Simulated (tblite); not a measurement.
# C2H9BeO3: the cost of one run

Programs: tblite 0.8.0 and PySCF 2.14.0. All values are calculated, for the isolated system unless a continuum is named. Atoms count from 0, parts from 1.

## 1. The system as given

15 atoms, charge 1, multiplicity 1; geometry: rigid parts in contact. Parts: 1 = atom 0, `[Be+2]`, charge 2; 2 = atoms 1–2, `[OH-]`, charge -1; 3 = atoms 3–8, `CO`, charge 0; 4 = atoms 9–14, `CO`, charge 0.

## 2. Docking the parts with GFN2-xTB

Job settings and geometry (Å):

```
{"job": {"kind": "dock", "xc": "GFN2-xTB", "basis": "xTB"}, "charge": 1, "multiplicity": 1, "parts": [{"atoms": "0-0", "charge": 2, "multiplicity": 1}, {"atoms": "1-2", "charge": -1, "multiplicity": 1}, {"atoms": "3-8", "charge": 0, "multiplicity": 1}, {"atoms": "9-14", "charge": 0, "multiplicity": 1}]}
Be    -0.880835     0.352360     0.440286
O     -0.191612     1.218204     1.198149
H      0.288379     1.668893     1.880541
C     -2.564356     0.856689    -1.422138
O     -1.793240    -0.121565    -0.695652
H     -1.914365     1.392414    -2.111149
H     -3.361823     0.359672    -1.968390
H     -3.001524     1.557232    -0.714870
H     -1.746860    -0.928415    -1.217129
C     -1.351073    -0.714991     3.896029
O     -0.141693    -0.656356     3.166824
H     -1.335337    -1.521071     4.631410
H     -1.549145     0.232569     4.406645
H     -2.144005    -0.909833     3.175787
H      0.586949    -0.726394     3.793181
```

Level: GFN2-xTB search for minima from random contacts, gas phase.

Launch:

```
$ OMP_NUM_THREADS=1 python cluster_run.py task.json out
```

The driver reads the jobs from task.json and runs them one after another.

Q: Estimate the wall time of this first job on 1 thread of Intel Xeon 6975P-C, shared host.

About 34 s.
